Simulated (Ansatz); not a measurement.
Runs of Ansatz 0.2.0 on LuMnIn. Symmetry: P-6m2, No. 187, hexagonal system. Conventional cell: a = 4.737 Å, b = 4.737 Å, c = 3.401 Å, α = 90.00°, β = 90.00°, γ = 120.00°. Lu (site symmetry -6m2) is surrounded by 6 In at 3.22 Å and 6 Mn at 3.22 Å and 2 Lu at 3.40 Å. Around In (site symmetry -6m2) lie 3 Mn at 2.73 Å. Around Mn (site symmetry -6m2) lie 3 In at 2.73 Å. The cell comes from a database or a generator and needn't be the stable form of this composition.

```csv
level,cutoff (eV),gap on the mesh (eV),pressure (GPa),moment (μB),relaxed volume (Å³/atom)
LDA,420,none,0.0,3.44,19.90
r2SCAN,500,none,0.0,3.73,(b)
RPBE,420,none,0.0,3.56,22.90
PBEsol,420,none,0.0,3.47,20.85
PBE,420,none,0.0,(a),21.99
```

Alike in all rows: task relaxation of cell and atoms; potentials or basis Ansatz PAW; spin collinear, ferromagnetic start; cell relaxed; k mesh 7 × 7 × 8; smearing fermi-dirac 0.05 eV.

Task: Fill in the values left out.

Result: (a) 3.51; (b) 22.11.

Caveats: the plane-wave basis is chosen anew once the cell has moved, so the energies of steps on either side of that aren't comparable; spin-orbit coupling is left out, which moves the levels of the heavy elements; the PAW data sets come from PBE, with cores solved anew for the run's functional, which leaves a small shift of forces and pressure (some runs); the magnetic or orbital state may not be the lowest (some runs).

A k mesh can miss the band edges, and the runs leave out spin-orbit coupling on In, Lu.

A gap of «none» marks a metal or a gap under the smearing width.
